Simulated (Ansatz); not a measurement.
# C2H8B2Si: the cost of one run

Program: Ansatz 0.2.0. Level of theory: RKS r2SCAN-D4/def2-SVP. These are calculated values, not measurements.

### Step 1. Starting point

Bond lengths: Si1–B2 1.886 Å, B2–B3 1.640 Å, B3–C4 1.643 Å, B3–C5 1.647 Å, C4–C5 1.410 Å, Si1–H6 1.434 Å, Si1–H7 1.485 Å, Si1–H8 1.530 Å, B2–H9 1.227 Å, C4–H10 1.095 Å, C4–H11 1.128 Å, C5–H12 1.134 Å, C5–H13 1.061 Å. Angles (14 of 24 angles, heavy atoms first): Si1–B2–B3 118.3°, B2–B3–C4 157.3°, B2–B3–C5 151.9°, C4–B3–C5 50.8°, B3–C4–C5 64.8°, B3–C5–C4 64.5°, Si1–B2–H9 120.4°, B3–B2–H9 121.2°, B2–Si1–H6 113.2°, B2–Si1–H7 109.8°, B2–Si1–H8 108.2°, B3–C4–H10 109.7°, B3–C4–H11 108.2°, C5–C4–H10 118.8°.

As a file:

```xyz
13

Si   -2.3565    0.1383    0.5820
B    -0.5754    0.1949    1.1991
B     0.6332   -0.0148    0.1101
C     1.3226   -0.2521   -1.3618
C     2.2263   -0.1493   -0.2844
H    -2.6930   -1.0975   -0.0619
H    -3.2879    0.3943    1.7102
H    -2.5515    1.2764   -0.4212
H    -0.3351    0.3758    2.3885
H     1.1541    0.6255   -1.9950
H     1.0588   -1.2918   -1.7114
H     2.7881    0.8316   -0.1964
H     2.6369   -1.0661    0.0570
```

### Step 2. Relaxing end A

File input.yaml:

```yaml
crystal:
  periodic: [false, false, false]
  atoms:
    - { symbol: Si, position_ang: [-2.3565, 0.1383, 0.582] }
    - { symbol: B, position_ang: [-0.5754, 0.1949, 1.1991] }
    - { symbol: B, position_ang: [0.6332, -0.0148, 0.1101] }
    - { symbol: C, position_ang: [1.3226, -0.2521, -1.3618] }
    - { symbol: C, position_ang: [2.2263, -0.1493, -0.2844] }
    - { symbol: H, position_ang: [-2.693, -1.0975, -0.0619] }
    - { symbol: H, position_ang: [-3.2879, 0.3943, 1.7102] }
    - { symbol: H, position_ang: [-2.5515, 1.2764, -0.4212] }
    - { symbol: H, position_ang: [-0.3351, 0.3758, 2.3885] }
    - { symbol: H, position_ang: [1.1541, 0.6255, -1.995] }
    - { symbol: H, position_ang: [1.0588, -1.2918, -1.7114] }
    - { symbol: H, position_ang: [2.7881, 0.8316, -0.1964] }
    - { symbol: H, position_ang: [2.6369, -1.0661, 0.057] }
basis:
  gaussian: { orbitals: def2-SVP }
hamiltonian:
  xc: r2scan
  dispersion: d4
relax:
  f_tol: 0.015
  max_steps: 40
output:
  orbitals: {}
```

Run with:

```
$ ansatz run input.yaml --threads 2 --pin off --max-ram 3072MiB --backend cpu --events-out ev --progress --plain --runs-dir out
```

Q: Estimate wall time and peak memory on 2 threads of Arm Neoverse V1, shared host.

About 97 s, with a peak of 0.17 GiB.
